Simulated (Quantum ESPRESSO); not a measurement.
The system is Mo.

```
Mo
1.0
    -1.50000    1.50000    1.50000
     1.50000   -1.50000    1.50000
     1.50000    1.50000   -1.50000
Mo
1
Direct
  0.00000 0.00000 0.00000
```

The cell was built by a generator and needn't be a form met in nature.

Base run:

```yaml
Program: Quantum ESPRESSO 7.5
Functional: PBE
Potentials_or_basis: GBRV 1.5 PBE
Cutoff: 612 eV
Density_cutoff: 4898 eV
k_mesh: 18 × 18 × 18
Occupations: methfessel-paxton, width 0.1 eV
Spin: no spin polarisation
```

Its results: band gap on the k mesh none (metal or under the smearing width); pressure 55.5 GPa.

**Question.** The run is repeated on the same cell with these changes: functional from PBE to LDA; potentials or basis from GBRV 1.5 PBE to GBRV 1.5 LDA. What comes out?

**Answer.** Band gap on the k mesh none (metal or under the smearing width); pressure 39.8 GPa.

Caveats: a pressure of tens of GPa on the cell as given is suspect, and the run, the potentials or the cell itself is likely at fault.
